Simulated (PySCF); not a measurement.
# RuCl2: relaxation and vibrations of the triplet

Aim: relax RuCl2 as a triplet from a hand-made bent geometry, check by its vibrations whether the end is a minimum, and collect its spectrum and constants.

The runs use PySCF 2.14.0; PBE0, basis Ru def2-SVP with ECP28, Cl def2-SVP, scalar-relativistic core potentials, no spin–orbit coupling, density fitting.

## 1. The starting structure

3 atoms, charge 0, spin multiplicity 3.

Bond lengths: Ru1–Cl2 2.240 Å, Ru1–Cl3 2.240 Å. Angles: Cl2–Ru1–Cl3 110.0°.

Z-matrix (Å, degrees; charge 0 multiplicity 3):
```
Ru
Cl 1 2.2400
Cl 1 2.2400 2 110.00
```

## 2. First SCF at the start

The steps below are one call of a driver around PySCF. For each, scf.py gives the equivalent set-up of the SCF; relaxations use the driver's own optimiser. After this first run the driver tries any further starts and a stability analysis.

scf.py reads:

```python
from pyscf import gto, scf, dft
mol = gto.M(atom='''
Ru     0.000000     0.000000     0.000000
Cl     1.834900     0.000000     1.284800
Cl    -1.834900     0.000000     1.284800''',
    basis={'Ru': 'def2-SVP', 'Cl': 'def2-SVP'},
    ecp={'Ru': 'def2-SVP'},
    charge=0, spin=2)
mf = dft.UKS(mol, xc='PBE0')
mf.grids.atom_grid = (50, 194)
aux = {'Ru': 'def2-universal-JKFIT', 'Cl': 'def2-universal-JKFIT'}
mf = mf.density_fit(auxbasis=aux)
mf.conv_tol = 1e-08
mf.diis_space = 10
mf.max_cycle = 60
mf.init_guess = 'minao'
mf.verbose = 4
mf.kernel()
```

Launch:

```sh
> OMP_NUM_THREADS=2 python axn.py task.json out
```

Further steps of the session: Bent start, triplet: relaxation; Is it a minimum? Harmonic modes.

What does the calculation give? Wanted: minimum; geometry; wavenumbers; dipole moment; highest occupied, lowest empty level; polar-tensor charge of Ru1; zero-point energy; atomisation energy; ⟨S²⟩.

As calculated:

```
                                          quantity                                value
                                           minimum                         triplet, C2v
                                          geometry  Ru–Cl 2.201 Å (×2); Cl–Ru–Cl 111.9°
                                wavenumbers (cm⁻¹)          90 (a1), 390 (a1), 423 (b2)
                                     dipole moment                               2.73 D
highest occupied, lowest empty level (either spin)                      -6.81, -4.31 eV
                        polar-tensor charge of Ru1                              +0.95 e
                                 zero-point energy                           5.4 kJ/mol
                               entropy at 298.15 K                      311.6 J/(mol K)
         atomisation energy (no zero-point energy)                           631 kJ/mol
                                              ⟨S²⟩                                2.018
```

What this shows: The molecule stays C2v, as typed, and the end point is a minimum. In the infrared the band at 423 cm⁻¹ (b2, stretch) leads. Most of the spin sits on Ru1 (Mulliken spin 1.93, against 2 for the whole molecule). The first SCF alone would have been 50 kJ/mol too high. Other starts or spin states, not run here, may lie lower. One determinant may miss the lowest occupation of an open d or f shell.
